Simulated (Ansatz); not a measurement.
# Cl3HHfTe: a spread of methods and bases

Aim: run Cl3HHfTe under a spread of inputs, and see what each costs and gives.

The runs use Ansatz 0.2.0, Gaussian basis; the settings change from run to run.

## 1. The relaxed structure

An earlier PBE0-D4 in a triple-zeta def2 set relaxation fixed the geometry. Hf, Te take a core potential in def2 sets; no spin-orbit term is included.

SMILES `[Cl][Hf]([Cl])([Cl])[TeH]`, 6 atoms, charge 0, spin multiplicity 1.

Atoms are counted from 1 here; the program's logs count them from 0.

Bond lengths: Cl1–Hf2 2.321 Å, Hf2–Cl3 2.314 Å, Hf2–Cl4 2.321 Å, Hf2–Te5 2.767 Å, Te5–H6 1.664 Å. Angles: Cl1–Hf2–Cl3 111.7°, Cl1–Hf2–Cl4 108.9°, Cl1–Hf2–Te5 109.6°, Cl3–Hf2–Cl4 111.8°, Cl3–Hf2–Te5 105.1°, Cl4–Hf2–Te5 109.6°, Hf2–Te5–H6 84.9°.

## 2. BHLYP/x2c-TZVPPall

Options: coordinates scaled by 1.12, a grid of angular degree 47, finite nuclei, D4 dispersion, high accuracy.

Contents of in.yaml:

```yaml
crystal:
  periodic: [false, false, false]
  atoms:
    - {symbol: Cl, position_ang: [-0.945843, -1.641782, 1.980454]}
    - {symbol: Hf, position_ang: [0.342612, -0.580972, -0.012228]}
    - {symbol: Cl, position_ang: [2.879591, -1.097701, 0.100884]}
    - {symbol: Cl, position_ang: [-0.712181, -1.413126, -2.237326]}
    - {symbol: Te, position_ang: [0.137436, 2.507300, 0.143579]}
    - {symbol: H, position_ang: [-1.701616, 2.226280, 0.024616]}
basis:
  gaussian: {orbitals: x2c-TZVPPall, final_grid: {core_spheres: 20, valence_spheres: 16, degree: 47}, nuclear_model: gaussian}
hamiltonian: {xc: {name: BHLYP}, dispersion: d4}
accuracy: high
output: {forces: true}
```

The run is started by

```console
> ansatz run in.yaml --threads 4 --pin off --events-out ev --progress --plain --max-ram 10444MiB
```

Output:

```text
Functional definition: BHLYP
  name "BHLYP"
  cite "Becke, J. Chem. Phys. 98, 1372 (1993) doi:10.1063/1.464304"
  cite "Becke, Phys. Rev. A 38, 3098 (1988) doi:10.1103/PhysRevA.38.3098"
  cite "Lee, Yang & Parr, Phys. Rev. B 37, 785 (1988) doi:10.1103/PhysRevB.37.785"
  parameter a = 0.5
  exchange = (1 - a)*b88_x + a*exact_x
  correlation = lyp_c
4665 factors; integrals over basis functions are off by at most 4.5e-8 eV
mean field evaluation 1: about -632876.3232 eV, gradient 4.0e1 eV
mean field evaluation 2: about -632837.3073 eV, gradient 1.5e2 eV
mean field evaluation 4: about -632880.8250 eV, gradient 4.7e0 eV
mean field evaluation 8: about -632881.0597 eV, gradient 5.8e-1 eV
mean field evaluation 16: about -632881.0603 eV, gradient 1.4e-3 eV
mean field -632881.06032404 eV, -23257.9499847183 hartree, gradient 2.2e-8 eV, S^2 0.000000; 0 other end points of the search recorded, 0 dependent functions left out
the calculation of the forces begins
reference -632881.06035649 eV, -23257.9499859109 hartree; 88, 88 occupied and 209, 209 virtual orbitals, 4665 factors
Total energy: -632881.41215939 eV, -23257.9629144290 hartree
Relativity: scalar
Atom 0 at    -0.945843    -1.641782     1.980454 Å, force     1.575233     1.321851    -2.438046 eV/Å
Atom 1 at     0.342612    -0.580972    -0.012228 Å, force     0.130599    -0.742111    -0.032211 eV/Å
Atom 2 at     2.879591    -1.097701     0.100884 Å, force    -3.138349     0.655249    -0.139207 eV/Å
Atom 3 at    -0.712181    -1.413126    -2.237326 Å, force     1.289365     1.041880     2.724778 eV/Å
Atom 4 at     0.137436     2.507300     0.143579 Å, force    -2.186726    -2.637027    -0.266263 eV/Å
Atom 5 at    -1.701616     2.226280     0.024616 Å, force     2.329878     0.360158     0.150950 eV/Å
Dipole moment:    -0.004360     0.320647     0.016968 e Å
```

Wall time 34 s (4 threads of Intel Xeon Platinum 8559C, shared host); peak memory 2.8 GiB.

Largest force 3.436 eV/Å, dipole 1.54 D.

## 3. B97M-V/def2-TZVPP

This run has finite nuclei, high accuracy.

Contents of in.yaml:

```yaml
crystal:
  periodic: [false, false, false]
  atoms:
    - {symbol: Cl, position_ang: [-0.844502, -1.465876, 1.768262]}
    - {symbol: Hf, position_ang: [0.305904, -0.518725, -0.010918]}
    - {symbol: Cl, position_ang: [2.571064, -0.980090, 0.090075]}
    - {symbol: Cl, position_ang: [-0.635876, -1.261719, -1.997613]}
    - {symbol: Te, position_ang: [0.122711, 2.238661, 0.128195]}
    - {symbol: H, position_ang: [-1.519300, 1.987750, 0.021978]}
basis:
  gaussian: {orbitals: def2-TZVPP, nuclear_model: gaussian}
hamiltonian: {xc: {name: B97M-V}}
accuracy: high
output: {forces: true}
```

Same command.

Output, shortened:

```text
Functional definition: B97M-V
  name "B97M-V"
  cite "Mardirossian & Head-Gordon, J. Chem. Phys. 142, 074111 (2015) doi:10.1063/1.4907719"
  cite "Becke, J. Chem. Phys. 107, 8554 (1997) doi:10.1063/1.475007"
  cite "Vydrov & Van Voorhis, J. Chem. Phys. 133, 244103 (2010) doi:10.1063/1.3521275"
  # Of w^i u^j: cxij and so on, Table III.
[...]
  gx(w, u) = cx00 + cx01*u + cx02*u^2 + (cx10 + cx11*u)*w
  gss(w, u) = css00 + css02*u^2 + css10*w + (css32*w^3 + css42*w^4)*u^2
  gos(w, u) = cos00 + cos01*u + cos03*u^3 + cos10*w + cos32*w^3*u^2
[...]
      + integral(e_c_pw_mod_opposite_spin*gos(b97_w_opposite, b97_u_opposite)) + vv10(b, c)
4103 factors; integrals over basis functions are off by at most 1.2e-6 eV
[...]
mean field -46183.78953215 eV, -1697.2229608097 hartree, gradient 5.4e-8 eV, S^2 0.000000; 0 other end points of the search recorded, 0 dependent functions left out
[...]
reference -46183.78953794 eV, -1697.2229610223 hartree; 44, 44 occupied and 202, 202 virtual orbitals, 4103 factors
Total energy: -46183.78953794 eV, -1697.2229610223 hartree
Atom 0 at    -0.844502    -1.465876     1.768262 Å, force    -0.111922    -0.096939     0.169650 eV/Å
Atom 1 at     0.305904    -0.518725    -0.010918 Å, force     0.004267    -0.013450    -0.000100 eV/Å
Atom 2 at     2.571064    -0.980090     0.090075 Å, force     0.216043    -0.044953     0.009371 eV/Å
Atom 3 at    -0.635876    -1.261719    -1.997613 Å, force    -0.091805    -0.077603    -0.190637 eV/Å
Atom 4 at     0.122711     2.238661     0.128195 Å, force     0.057466     0.237385     0.016091 eV/Å
Atom 5 at    -1.519300     1.987750     0.021978 Å, force    -0.074049    -0.004440    -0.004375 eV/Å
Dipole moment:     0.007533     0.127277     0.007177 e Å
```

It took 37 s on 4 threads of Intel Xeon Platinum 8559C, shared host; peak memory 1.9 GiB.

Largest force 0.245 eV/Å, dipole 0.61 D.

## 4. PBE0/def2-TZVPD

This run has atoms shaken by 0.08 Å.

Contents of in.yaml:

```yaml
crystal:
  periodic: [false, false, false]
  atoms:
    - {symbol: Cl, position_ang: [-0.956286, -1.479306, 1.743858]}
    - {symbol: Hf, position_ang: [0.326255, -0.417920, 0.096789]}
    - {symbol: Cl, position_ang: [2.604433, -0.906124, 0.115349]}
    - {symbol: Cl, position_ang: [-0.642838, -1.321922, -2.018331]}
    - {symbol: Te, position_ang: [0.031666, 2.314740, 0.135269]}
    - {symbol: H, position_ang: [-1.589610, 2.028356, 0.044403]}
basis:
  gaussian: {orbitals: def2-TZVPD}
hamiltonian: {xc: {name: PBE0}}
```

Same command.

Output:

```text
Functional definition: PBE0
  name "PBE0"
  cite "Adamo & Barone, J. Chem. Phys. 110, 6158 (1999) doi:10.1063/1.478522"
  cite "Perdew, Burke & Ernzerhof, Phys. Rev. Lett. 77, 3865 (1996) doi:10.1103/PhysRevLett.77.3865"
  parent pbe
  parameter a = 0.25
  parameter kappa = 0.804
  parameter beta = 0.06672455060314922
  exchange = (1 - a)*pbe_x(kappa = kappa, mu = beta*pi^2/3) + a*exact_x
  correlation = pbe_c(beta = beta)
1891 factors; their error is unknown
mean field evaluation 1: about -46178.8200 eV, gradient 2.5e1 eV
mean field evaluation 2: about -46172.7821 eV, gradient 5.7e1 eV
mean field evaluation 4: about -46180.5178 eV, gradient 2.9e0 eV
mean field evaluation 8: about -46180.5415 eV, gradient 6.1e-2 eV
mean field evaluation 16: about -46180.7885 eV, gradient 3.8e-4 eV
mean field -46180.78851958 eV, -1697.1126756318 hartree, gradient 4.2e-5 eV, S^2 0.000000; 0 other end points of the search recorded, 0 dependent functions left out
reference -46180.78858072 eV, -1697.1126778788 hartree; 44, 44 occupied and 205, 205 virtual orbitals, 1891 factors
Total energy: -46180.78858072 eV, -1697.1126778788 hartree
```

Wall time 3.4 s (4 threads of Intel Xeon Platinum 8559C, shared host); peak memory 0.84 GiB.

## 5. B97/def2-TZVP

Contents of in.yaml:

```yaml
crystal:
  periodic: [false, false, false]
  atoms:
    - {symbol: Cl, position_ang: [-0.844502, -1.465876, 1.768262]}
    - {symbol: Hf, position_ang: [0.305904, -0.518725, -0.010918]}
    - {symbol: Cl, position_ang: [2.571064, -0.980090, 0.090075]}
    - {symbol: Cl, position_ang: [-0.635876, -1.261719, -1.997613]}
    - {symbol: Te, position_ang: [0.122711, 2.238661, 0.128195]}
    - {symbol: H, position_ang: [-1.519300, 1.987750, 0.021978]}
basis:
  gaussian: {orbitals: def2-TZVP}
hamiltonian: {xc: {name: B97}}
```

The command is unchanged.

Output, shortened:

```text
Functional definition: B97
  name "B97"
  cite "Becke, J. Chem. Phys. 107, 8554 (1997) doi:10.1063/1.475007"
[...]
      + integral(e_c_pw_opposite_spin*poly(b97_u_opposite, cos0, cos1, cos2))
1622 factors; their error is unknown
[...]
mean field -46189.44205693 eV, -1697.4306872640 hartree, gradient 3.6e-5 eV, S^2 0.000000; 0 other end points of the search recorded, 0 dependent functions left out
reference -46189.44208440 eV, -1697.4306882732 hartree; 44, 44 occupied and 163, 163 virtual orbitals, 1622 factors
Total energy: -46189.44208440 eV, -1697.4306882732 hartree
```

Run time: 4.3 s. Hardware: 4 threads of Intel Xeon Platinum 8559C, shared host; peak memory 0.7 GiB.

## 6. revPBE0/def2-SVP

This run has charge -1, multiplicity 2, restricted open-shell orbitals, atoms shaken by 0.15 Å.

Contents of in.yaml:

```yaml
crystal:
  periodic: [false, false, false]
  atoms:
    - {symbol: Cl, position_ang: [-0.611576, -1.641476, 1.916458]}
    - {symbol: Hf, position_ang: [0.140921, -0.561406, -0.162493]}
    - {symbol: Cl, position_ang: [2.673294, -0.959275, 0.028693]}
    - {symbol: Cl, position_ang: [-0.666421, -1.492067, -2.357262]}
    - {symbol: Te, position_ang: [0.100560, 2.163425, 0.131579]}
    - {symbol: H, position_ang: [-1.440811, 2.004712, -0.173650]}
basis:
  gaussian: {orbitals: def2-SVP}
total_charge: -1
magnetization: {spin_polarized: false, initial_magnetization: 1}
hamiltonian: {xc: {name: revPBE0}}
```

Launched as before.

Output, shortened:

```text
Functional definition: revPBE0
  name "revPBE0"
  cite "Zhang & Yang, Phys. Rev. Lett. 80, 890 (1998) doi:10.1103/PhysRevLett.80.890"
  cite "Adamo & Barone, J. Chem. Phys. 110, 6158 (1999) doi:10.1063/1.478522"
  cite "Perdew, Burke & Ernzerhof, Phys. Rev. Lett. 77, 3865 (1996) doi:10.1103/PhysRevLett.77.3865"
[...]
1182 factors; integrals over basis functions are off by at most 6.8e-4 eV
[...]
mean field -46176.34719348 eV, -1696.9494599080 hartree, gradient 9.0e-6 eV, S^2 0.750000; 7 other end points of the search recorded, 0 dependent functions left out
reference -46176.34725896 eV, -1696.9494623144 hartree; 45, 44 occupied and 72, 73 virtual orbitals, 1182 factors
Total energy: -46176.34725896 eV, -1696.9494623144 hartree
```

Wall time 7.5 s (4 threads of Intel Xeon Platinum 8559C, shared host); peak memory 0.6 GiB.

## 7. B2PLYP/def2-TZVP

Contents of in.yaml:

```yaml
crystal:
  periodic: [false, false, false]
  atoms:
    - {symbol: Cl, position_ang: [-0.844502, -1.465876, 1.768262]}
    - {symbol: Hf, position_ang: [0.305904, -0.518725, -0.010918]}
    - {symbol: Cl, position_ang: [2.571064, -0.980090, 0.090075]}
    - {symbol: Cl, position_ang: [-0.635876, -1.261719, -1.997613]}
    - {symbol: Te, position_ang: [0.122711, 2.238661, 0.128195]}
    - {symbol: H, position_ang: [-1.519300, 1.987750, 0.021978]}
basis:
  gaussian: {orbitals: def2-TZVP}
hamiltonian: {xc: {name: B2PLYP}}
output: {forces: true}
```

The command is unchanged.

Output, shortened:

```text
Functional definition: B2PLYP
  name "B2PLYP"
  cite "Grimme, J. Chem. Phys. 124, 034108 (2006) doi:10.1063/1.2148954"
  cite "Becke, Phys. Rev. A 38, 3098 (1988) doi:10.1103/PhysRevA.38.3098"
  cite "Lee, Yang & Parr, Phys. Rev. B 37, 785 (1988) doi:10.1103/PhysRevB.37.785"
[...]
1526 factors; integrals over basis functions are off by at most 8.8e-4 eV
[...]
mean field -46163.33138581 eV, -1696.4711377988 hartree, gradient 8.7e-6 eV, S^2 0.000000; 0 other end points of the search recorded, 0 dependent functions left out
19 core orbitals not correlated: weight in the atoms' cores, before any rotation towards them, 1.000 or more for the frozen orbitals, at most 0.000 for the correlated occupied ones
reference -46163.33157584 eV, -1696.4711447820 hartree; 25, 25 occupied and 163, 163 virtual orbitals, 1526 factors
second order -42.70075870 eV of doubles, -0.00000000 eV of singles
[...]
Total energy: -46174.86078069 eV, -1696.8948352454 hartree
Atom 0 at    -0.844502    -1.465876     1.768262 Å, force    -0.133745    -0.121375     0.209764 eV/Å
Atom 1 at     0.305904    -0.518725    -0.010918 Å, force    -0.010158     0.120693     0.006403 eV/Å
Atom 2 at     2.571064    -0.980090     0.090075 Å, force     0.264855    -0.058202     0.011352 eV/Å
Atom 3 at    -0.635876    -1.261719    -1.997613 Å, force    -0.108941    -0.097492    -0.235358 eV/Å
Atom 4 at     0.122711     2.238661     0.128195 Å, force    -0.066303     0.136715     0.003678 eV/Å
Atom 5 at    -1.519300     1.987750     0.021978 Å, force     0.054292     0.019660     0.004162 eV/Å
Dipole moment:    -0.006925     0.106827     0.005252 e Å
```

It took 9.5 s on 4 threads of Intel Xeon Platinum 8559C, shared host; peak memory 0.73 GiB.

Largest force 0.277 eV/Å, dipole 0.51 D.

## 8. B97M-V/def2-TZVPD

Options: the search for lower states set to light.

Edit in.yaml of step 7 so:

```diff
@@ -10,4 +10,5 @@
 basis:
-  gaussian: {orbitals: def2-TZVP}
-hamiltonian: {xc: {name: B2PLYP}}
+  gaussian: {orbitals: def2-TZVPD}
+hamiltonian: {xc: {name: B97M-V}}
+scf: {lower_state_search: light}
 output: {forces: true}
```

Launched as before.

Output, shortened:

```text
Functional definition: B97M-V
  name "B97M-V"
  cite "Mardirossian & Head-Gordon, J. Chem. Phys. 142, 074111 (2015) doi:10.1063/1.4907719"
  cite "Becke, J. Chem. Phys. 107, 8554 (1997) doi:10.1063/1.475007"
  cite "Vydrov & Van Voorhis, J. Chem. Phys. 133, 244103 (2010) doi:10.1063/1.3521275"
  # Of w^i u^j: cxij and so on, Table III.
[...]
  gx(w, u) = cx00 + cx01*u + cx02*u^2 + (cx10 + cx11*u)*w
  gss(w, u) = css00 + css02*u^2 + css10*w + (css32*w^3 + css42*w^4)*u^2
  gos(w, u) = cos00 + cos01*u + cos03*u^3 + cos10*w + cos32*w^3*u^2
[...]
      + integral(e_c_pw_mod_opposite_spin*gos(b97_w_opposite, b97_u_opposite)) + vv10(b, c)
1707 factors; their error is unknown
[...]
mean field -46183.79292964 eV, -1697.2230856649 hartree, gradient 4.2e-5 eV, S^2 0.000000; 0 other end points of the search recorded, 0 dependent functions left out
[...]
reference -46183.79304535 eV, -1697.2230899173 hartree; 44, 44 occupied and 205, 205 virtual orbitals, 1707 factors
Total energy: -46183.79304535 eV, -1697.2230899173 hartree
Atom 0 at    -0.844502    -1.465876     1.768262 Å, force    -0.116985    -0.102467     0.178419 eV/Å
Atom 1 at     0.305904    -0.518725    -0.010918 Å, force     0.002915     0.011752     0.001211 eV/Å
Atom 2 at     2.571064    -0.980090     0.090075 Å, force     0.225430    -0.047777     0.009726 eV/Å
Atom 3 at    -0.635876    -1.261719    -1.997613 Å, force    -0.095826    -0.082118    -0.200455 eV/Å
Atom 4 at     0.122711     2.238661     0.128195 Å, force     0.074371     0.227396     0.016500 eV/Å
Atom 5 at    -1.519300     1.987750     0.021978 Å, force    -0.089904    -0.006787    -0.005400 eV/Å
Dipole moment:     0.011386     0.135994     0.007863 e Å
```

Wall time 8 s (4 threads of Intel Xeon Platinum 8559C, shared host); peak memory 0.61 GiB.

Largest force 0.240 eV/Å, dipole 0.66 D.

## 9. BLYP/def2-mTZVPP

Options: charge +1, multiplicity 2, D4 dispersion.

Edit in.yaml of step 8 so:

```diff
@@ -10,5 +10,6 @@
 basis:
-  gaussian: {orbitals: def2-TZVPD}
-hamiltonian: {xc: {name: B97M-V}}
-scf: {lower_state_search: light}
+  gaussian: {orbitals: def2-mTZVPP}
+total_charge: 1
+magnetization: {spin_polarized: true, initial_magnetization: 1}
+hamiltonian: {xc: {name: BLYP}, dispersion: d4}
 output: {forces: true}
```

The command is unchanged.

Output, shortened:

```text
Functional definition: BLYP
  name "BLYP"
  cite "Becke, Phys. Rev. A 38, 3098 (1988) doi:10.1103/PhysRevA.38.3098"
  cite "Lee, Yang & Parr, Phys. Rev. B 37, 785 (1988) doi:10.1103/PhysRevB.37.785"
[...]
1532 factors; their error is unknown
[...]
mean field -46181.56795151 eV, -1697.1413192271 hartree, gradient 1.4e-5 eV, S^2 0.751856; 6 other end points of the search recorded, 0 dependent functions left out
[...]
reference -46181.56836294 eV, -1697.1413343466 hartree; 44, 43 occupied and 114, 115 virtual orbitals, 1532 factors
Total energy: -46182.03071824 eV, -1697.1583255904 hartree
Atom 0 at    -0.844502    -1.465876     1.768262 Å, force    -0.070363     0.120386     0.170208 eV/Å
Atom 1 at     0.305904    -0.518725    -0.010918 Å, force     0.288855    -2.107759    -0.097525 eV/Å
Atom 2 at     2.571064    -0.980090     0.090075 Å, force     0.077554     0.078450     0.008235 eV/Å
Atom 3 at    -0.635876    -1.261719    -1.997613 Å, force    -0.051601     0.138128    -0.163265 eV/Å
Atom 4 at     0.122711     2.238661     0.128195 Å, force     0.168955     1.718527     0.102777 eV/Å
Atom 5 at    -1.519300     1.987750     0.021978 Å, force    -0.413401     0.052269    -0.020429 eV/Å
Dipole moment:    -0.174195     0.906858     0.039364 e Å
```

It took 4.3 s on 4 threads of Intel Xeon Platinum 8559C, shared host.

Largest force 2.130 eV/Å, ⟨S²⟩ 0.752.

## 10. B97/x2c-TZVPPall

Options: multiplicity 3, high accuracy.

Edit in.yaml of step 9 so:

```diff
@@ -10,6 +10,6 @@
 basis:
-  gaussian: {orbitals: def2-mTZVPP}
-total_charge: 1
-magnetization: {spin_polarized: true, initial_magnetization: 1}
-hamiltonian: {xc: {name: BLYP}, dispersion: d4}
+  gaussian: {orbitals: x2c-TZVPPall}
+magnetization: {spin_polarized: true, initial_magnetization: 2}
+hamiltonian: {xc: {name: B97}}
+accuracy: high
 output: {forces: true}
```

The command is unchanged.

Output, shortened:

```text
Functional definition: B97
  name "B97"
  cite "Becke, J. Chem. Phys. 107, 8554 (1997) doi:10.1063/1.475007"
[...]
      + integral(e_c_pw_opposite_spin*poly(b97_u_opposite, cos0, cos1, cos2))
4739 factors; integrals over basis functions are off by at most 1.4e-8 eV
[...]
mean field -632929.59041456 eV, -23259.7334326502 hartree, gradient 5.3e-8 eV, S^2 2.004448; 7 other end points of the search recorded, 0 dependent functions left out
[...]
reference -632929.59041807 eV, -23259.7334327790 hartree; 89, 87 occupied and 208, 210 virtual orbitals, 4739 factors
Total energy: -632929.59041807 eV, -23259.7334327790 hartree
Relativity: scalar
Atom 0 at    -0.844502    -1.465876     1.768262 Å, force    -0.119087     0.015707     0.410672 eV/Å
Atom 1 at     0.305904    -0.518725    -0.010918 Å, force    -0.077705    -0.822075    -0.046924 eV/Å
Atom 2 at     2.571064    -0.980090     0.090075 Å, force     0.958097    -0.246885     0.039296 eV/Å
Atom 3 at    -0.635876    -1.261719    -1.997613 Å, force    -0.072927     0.060063    -0.418167 eV/Å
Atom 4 at     0.122711     2.238661     0.128195 Å, force     0.556867     0.356826     0.050840 eV/Å
Atom 5 at    -1.519300     1.987750     0.021978 Å, force    -1.245245     0.636364    -0.035718 eV/Å
Dipole moment:    -0.205715     0.969267     0.041044 e Å
```

It took 3.8 min on 4 threads of Intel Xeon Platinum 8559C, shared host; peak memory 4.9 GiB.

Largest force 1.399 eV/Å, dipole 4.76 D, ⟨S²⟩ 2.004.

## 11. All runs side by side

| level | charge | multiplicity | geometry | functions | energy (eV) | time |
| --- | --- | --- | --- | --- | --- | --- |
| BHLYP/x2c-TZVPPall | 0 | 1 | scaled | 297 | -632881.412 | 34 s |
| B97M-V/def2-TZVPP | 0 | 1 | relaxed | 246 | -46183.790 | 37 s |
| PBE0/def2-TZVPD | 0 | 1 | shaken | 249 | -46180.789 | 3.4 s |
| B97/def2-TZVP | 0 | 1 | relaxed | 207 | -46189.442 | 4.3 s |
| revPBE0/def2-SVP | -1 | 2 | shaken | 117 | -46176.347 | 7.5 s |
| B2PLYP/def2-TZVP | 0 | 1 | relaxed | 207 | -46174.861 | 9.5 s |
| B97M-V/def2-TZVPD | 0 | 1 | relaxed | 249 | -46183.793 | 8 s |
| BLYP/def2-mTZVPP | 1 | 2 | relaxed | 158 | -46182.031 | 4.3 s |
| B97/x2c-TZVPPall | 0 | 3 | relaxed | 297 | -632929.590 | 3.8 min |

## 12. Results

```
                                         quantity                      value
                                             runs                          9
                                         quickest     PBE0/def2-TZVPD, 3.4 s
                                          slowest  B97/x2c-TZVPPall, 3.8 min
spread of total energies, same state and geometry                    14.6 eV
                  dipole, same state and geometry             0.51 to 0.66 D
```

**Reading.** Run time spans a factor of 68, from PBE0/def2-TZVPD to B97/x2c-TZVPPall. The jobs differ in tasks and options as well as level. The totals spread over 15 eV; they can't be compared across methods or bases. At the PBE0-D4/def2-TZVP geometry and in the same state, runs without warnings or point charges leave forces up to 0.28 eV/Å (B2PLYP/def2-TZVP), against 3.4 eV/Å where the atoms were moved. At that geometry and state the dipole changes by 28 % between the lowest and highest value.
